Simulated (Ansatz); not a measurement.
# GeSe5: the cost of one run

Method: DFT PBE, scalar-relativistic, plane waves, PAW, unless a step names another level, in Ansatz 0.2.0.

9 further runs of the same task are left out: 6 that didn't finish, 3 set aside as unsound or not needed. Runs told in other sessions of the task aren't counted.

## (1) The structure to begin with

It takes space group R-3m (No. 166, trigonal). The conventional cell has a = 7.135 Å, b = 7.135 Å, c = 10.335 Å, α = 90.00°, β = 90.00°, γ = 120.00°. Ge (site symmetry -3m) has 6 Se at 2.69 Å in its first shell of neighbours. Se (site symmetry 2/m) is surrounded by 2 Se at 2.61 Å and 2 Ge at 2.69 Å. Around Se (site symmetry 3m) lie 3 Se at 2.61 Å.

Structure file:

```
CELL_PARAMETERS angstrom
3.56773 2.05983 3.44501
-3.56773 2.05983 3.44501
0.00000 -4.11965 3.44501
ATOMIC_POSITIONS crystal
Ge 0.50000 0.50000 0.50000
Se 0.50000 0.00000 0.50000
Se 0.50000 0.50000 0.00000
Se 0.00000 0.50000 0.50000
Se 0.17798 0.17798 0.17798
Se 0.82202 0.82202 0.82202
```

It came out lowest of those finished among 23 distinct ends of the trial cells. At a tolerance of 0.05 Å it has space group R-3m (No. 166).

## (2) A stricter relaxation, on the response runs' mesh and smearing

Contents of input.yaml:

```yaml
crystal:
  lattice:
    - [3.567725461, 2.0598272553, 3.4450146152]
    - [-3.567725461, 2.0598272553, 3.4450146152]
    - [0.0, -4.1196545106, 3.4450146152]
  atoms:
    - { symbol: Ge, position: [0.5, 0.5, 0.5] }
    - { symbol: Se, position: [0.5, 0.0, 0.5] }
    - { symbol: Se, position: [0.5, 0.5, 0.0] }
    - { symbol: Se, position: [0.0, 0.5, 0.5] }
    - { symbol: Se, position: [0.1779797903, 0.1779797903, 0.1779797903] }
    - { symbol: Se, position: [0.8220202097, 0.8220202097, 0.8220202097] }
basis:
  ecutwfc: 420
kpoints:
  mp_grid: { grid: [6, 6, 6] }
hamiltonian:
  xc: pbe
scf:
  occupations: { method: gaussian, width: 0.1 }
output:
  forces: true
  stress: true
  eigenvalues: true
relax:
  adjacent_minimum: "off"
  f_tol: 0.001
  max_steps: 60
  cell: { stress_tol: 0.01 }
```

Started as:

```bash
$ ansatz run input.yaml --threads 3 --pin off --max-ram 7680MiB --backend cpu --events-out ev --progress --plain --runs-dir out
```

Q: Estimate wall time and peak memory on 3 threads of Arm Neoverse V2, shared host.

About 23 s, with a peak of 0.59 GiB.
